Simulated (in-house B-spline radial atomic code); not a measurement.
# Ge¹³⁺: ionisation energy by several methods

Wanted: one ionisation energy, Ge¹³⁺ to configuration [Ne] 3s2 3p6, up the ladder of functionals.

The numbers are computed with in-house B-spline radial atomic code version 1 (non-relativistic, several functionals, spin-polarised; spherical all-electron atom at the radial basis limit), except any that are marked as measured or tabulated.

## (1) Starting point

```
element       : germanium (Z = 32)
charge        : +13
electrons     : 19
configuration : [Ar] 3d1
nucleus       : point
```

The outer shells:

[Ar] 3d1
```
[Ar] core
3d [↑ ][  ][  ][  ][  ]
```

Where spins are not typed, each open shell is filled with up spins first.

## (2) PBEsol, a GGA

Settings of the run:

```ini
Z = 32
electrons = 19.0
configuration = [Ar] 3d1
hamiltonian = nr
method = pbesol
spin_polarised = True
```

From the run's result record (rounded, not every field):

```text
status: converged
scf [iteration, energy, orbital gradient]:
  - [1, -1986.6626704, 1.26]
  - [2, -1997.79280857, 0.313]
  - [3, -1998.4878601, 0.113]
  - [4, -1998.58780071, 0.041]
  - [5, -1998.60276864, 0.0111]
  - [6, -1998.60388342, 0.000144]
  - [7, -1998.60388352, 4.41e-06]
  - [8, -1998.60388352, 7.39e-08]
energy [hartree]: {"total": -1998.60388352, "kinetic": 1997.67057765, "nuclear": -4488.7002617, "coulomb": 556.275368362, "xc": -63.8495678313}
orbitals [hartree, bohr; first row names the columns]:
  - ["name", "occ", "eps", "<r>", "<r^2>", "<1/r>", "r_max", "density_at_nucleus", "spin_orbit_zeta"]
  - ["1s up", 1.0, -411.79939, 0.047895, 0.003073, 31.48, 0.031605, 10100.0, "-"]
  - ["1s down", 1.0, -411.79894, 0.047894, 0.0030729, 31.48, 0.031605, 10100.0, "-"]
  - ["2s up", 1.0, -64.451671, 0.21315, 0.053432, 6.9385, 0.17951, 975.02, "-"]
  - ["2s down", 1.0, -64.390158, 0.21301, 0.053362, 6.9436, 0.17944, 976.51, "-"]
  - ["2p up", 3.0, -59.097635, 0.18467, 0.041636, 6.902, 0.14273, "-", 0.7511]
  - ["2p down", 3.0, -59.05244, 0.18453, 0.041565, 6.9065, 0.14267, "-", 0.7522]
  - ["3s up", 1.0, -19.009261, 0.56896, 0.36853, 2.5202, 0.52102, 190.02, "-"]
  - ["3s down", 1.0, -18.926236, 0.56983, 0.36964, 2.5144, 0.52147, 188.95, "-"]
  - ["3p up", 3.0, -17.211575, 0.56165, 0.36407, 2.4478, 0.50727, "-", 0.13804]
  - ["3p down", 3.0, -17.126177, 0.56274, 0.36546, 2.4414, 0.50785, "-", 0.13715]
  - ["3d up", 1.0, -14.2523, 0.52293, 0.32076, 2.3013, 0.42817, "-", 0.015631]
sum_r [bohr^k]: {"-1": 140.2719, "1": 6.66443, "2": 3.610064}
density_at_nucleus [bohr^-3]: 22530.46
spin_density_at_nucleus [bohr^-3]: -0.47413
mass_velocity [hartree]: -81.58049
darwin [hartree]: 60.30739
radius_at_0.001 [bohr]: 1.536
radius_enclosing [bohr]: {"0.5": 0.2745, "0.9": 0.709, "0.99": 1.037}
slater [hartree]:
  F0(3p up,3p up): 1.6014
  F2(3p up,3p up): 0.81204
  F0(3p up,3p down): 1.5999
  F2(3p up,3p down): 0.81142
  F0(3p up,3d up): 1.6502
  F2(3p up,3d up): 0.8059
  G1(3p up,3d up): 0.91684
  G3(3p up,3d up): 0.59486
  F0(3p down,3p down): 1.5983
  F2(3p down,3p down): 0.81081
  F0(3p down,3d up): 1.6485
  F2(3p down,3d up): 0.80506
  F0(3d up,3d up): 1.7327
  F2(3d up,3d up): 0.87644
  F4(3d up,3d up): 0.56232
ionisation_energy [hartree]: 15.0120373
```

Run time: 0.08 s. Hardware: 1 thread, shared host.

The run also solves the next ion with the same method; the record keeps the difference, ionisation_energy. radius_at_0.001 is where the density falls to 0.001 electrons per bohr³.

Radial density 4πr²n(r) and radial functions P(r) = rR(r):

```tsv
r (bohr)	4πr²n	3p down	3d up
0.00293	2.015	0.0035	0.0000
0.00413	3.708	0.0068	0.0000
0.00582	6.609	0.0131	0.0001
0.00821	11.29	0.0250	0.0003
0.0116	18.16	0.0474	0.0009
0.0163	26.62	0.0868	0.0023
0.0230	34.84	0.1552	0.0059
0.0324	39.01	0.2649	0.0150
0.0457	36.84	0.4254	0.0370
0.0644	32.51	0.6229	0.0865
0.0908	35.34	0.7945	0.1897
0.128	44.30	0.8025	0.3816
0.180	41.45	0.4753	0.6832
0.254	23.58	-0.2482	1.0624
0.358	16.70	-1.0830	1.3650
0.505	20.08	-1.4747	1.3681
0.712	11.39	-1.1325	0.9818
1.00	2.077	-0.4884	0.4530
1.41	0.08661	-0.1001	0.1114
1.99	0.0005031	-0.0074	0.0112
```

On the record's full grid the radial density has clear maxima near r = 0.032, 0.15, 0.51 bohr.

X-ray form factor of the spherical density:

```tsv
sinθ/λ (1/Å)	f (electrons)
0	19.000
0.1	18.737
0.2	17.983
0.3	16.834
0.4	15.426
0.6	12.408
0.8	9.827
1	8.017
1.4	6.119
1.8	5.024
2.5	3.334
4	1.519
6	1.000
```

## (3) r2SCAN, a meta-GGA

Settings of the run:

```ini
Z = 32
electrons = 19.0
configuration = [Ar] 3d1
hamiltonian = nr
method = r2scan
spin_polarised = True
```

Main fields:

```text
status: converged
iterations: 7
energy [hartree]: {"total": -2000.33503301, "kinetic": 1999.52564863, "nuclear": -4490.5629489, "coulomb": 556.31556896, "xc": -65.613301701}
orbitals [hartree, bohr; first row names the columns]:
  - ["name", "occ", "eps", "<r>"]
  - ["1s up", 1.0, -413.2696, 0.04788]
  - ["1s down", 1.0, -413.26972, 0.04788]
  - ["2s up", 1.0, -64.923549, 0.21267]
  - ["2s down", 1.0, -64.842321, 0.21247]
  - ["2p up", 3.0, -59.448391, 0.18449]
  - ["2p down", 3.0, -59.389248, 0.18429]
  - ["3s up", 1.0, -19.19306, 0.5683]
  - ["3s down", 1.0, -19.086296, 0.56959]
  - ["3p up", 3.0, -17.313079, 0.56191]
  - ["3p down", 3.0, -17.201053, 0.56341]
  - ["3d up", 1.0, -14.23418, 0.5242]
sum_r [bohr^k]: {"-1": 140.3301, "1": 6.665256, "2": 3.610156}
ionisation_energy [hartree]: 14.9778118
```

It took 0.12 s on 1 thread, shared host.

Meta-GGA runs start from a PBE run whose iterations are not counted.

## (4) BP86, a GGA

Settings of the run:

```ini
Z = 32
electrons = 19.0
configuration = [Ar] 3d1
hamiltonian = nr
method = b88,p86
spin_polarised = True
```

Main fields:

```text
status: converged
iterations: 8
energy [hartree]: {"total": -2000.61593045, "kinetic": 1999.84719632, "nuclear": -4491.10012184, "coulomb": 556.532652632, "xc": -65.8956575693}
orbitals [hartree, bohr; first row names the columns]:
  - ["name", "occ", "eps", "<r>"]
  - ["1s up", 1.0, -412.24248, 0.047863]
  - ["1s down", 1.0, -412.24226, 0.047863]
  - ["2s up", 1.0, -64.51268, 0.21299]
  - ["2s down", 1.0, -64.4532, 0.21285]
  - ["2p up", 3.0, -59.140809, 0.18457]
  - ["2p down", 3.0, -59.097181, 0.18443]
  - ["3s up", 1.0, -19.031722, 0.56855]
  - ["3s down", 1.0, -18.95064, 0.56942]
  - ["3p up", 3.0, -17.226613, 0.56138]
  - ["3p down", 3.0, -17.143314, 0.56245]
  - ["3d up", 1.0, -14.258512, 0.52282]
sum_r [bohr^k]: {"-1": 140.3469, "1": 6.660834, "2": 3.605398}
ionisation_energy [hartree]: 15.0190044
```

It took 0.07 s on 1 thread, shared host.

## (5) BLYP, a GGA

Settings of the run:

```ini
Z = 32
electrons = 19.0
configuration = [Ar] 3d1
hamiltonian = nr
method = b88,lyp
spin_polarised = True
```

Main fields:

```text
status: converged
iterations: 8
energy [hartree]: {"total": -2000.48044507, "kinetic": 1999.65805648, "nuclear": -4490.84869661, "coulomb": 556.461312425, "xc": -65.7511173675}
orbitals [hartree, bohr; first row names the columns]:
  - ["name", "occ", "eps", "<r>"]
  - ["1s up", 1.0, -412.23045, 0.047867]
  - ["1s down", 1.0, -412.23023, 0.047867]
  - ["2s up", 1.0, -64.503188, 0.21304]
  - ["2s down", 1.0, -64.443737, 0.21291]
  - ["2p up", 3.0, -59.140168, 0.18459]
  - ["2p down", 3.0, -59.096428, 0.18445]
  - ["3s up", 1.0, -19.014692, 0.56891]
  - ["3s down", 1.0, -18.929203, 0.56976]
  - ["3p up", 3.0, -17.215482, 0.56171]
  - ["3p down", 3.0, -17.128102, 0.56275]
  - ["3d up", 1.0, -14.254675, 0.52316]
sum_r [bohr^k]: {"-1": 140.339, "1": 6.663995, "2": 3.611365}
ionisation_energy [hartree]: 15.0152444
```

It took 0.17 s on 1 thread, shared host.

## (6) The ladder

| method | rung | total energy (hartree) | ΔSCF (eV) | −ε highest (eV) | ΔSCF less tabulated (eV) |
| --- | --- | --- | --- | --- | --- |
| PBEsol | GGA | -1998.6039 | 408.50 | 387.82 (3d up) | +1.50 |
| BP86 | GGA | -2000.6159 | 408.69 | 387.99 (3d up) | +1.69 |
| BLYP | GGA | -2000.4804 | 408.59 | 387.89 (3d up) | +1.59 |
| r2SCAN | meta-GGA | -2000.3350 | 407.57 | 387.33 (3d up) | +0.57 |

What this shows: The tabulated ionisation energy is 407 ± 3 eV (tabulated theoretical; NIST Atomic Spectra Database). r2SCAN comes nearest (+0.57 eV) and BP86 is farthest (+1.69 eV, 0.41 %). The table's own uncertainty is as large as these misses, so the order means little. These runs lack relativity altogether, which can outweigh the gaps between the methods, so the nearest may be so by luck. These runs leave out relativity, which matters at this nuclear charge. Open shells are averaged (over orientations, and over spins where the run is restricted), while tables refer to the lowest levels. For the semilocal functionals minus the highest level recovers only 95 % of their own ΔSCF value, a mark of self-interaction.

Members of this set that are not shown: 3 used exact exchange with fractional occupations of an open shell, which is unsound here.

What each method cost (CPU seconds, one thread, shared host; runs marked * also made radial tables):

| method | CPU time | miss (eV) |
| --- | --- | --- |
| BP86 | 0.07 s | +1.69 |
| PBEsol* | 0.08 s | +1.50 |
| r2SCAN | 0.12 s | +0.57 |
| BLYP | 0.17 s | +1.59 |
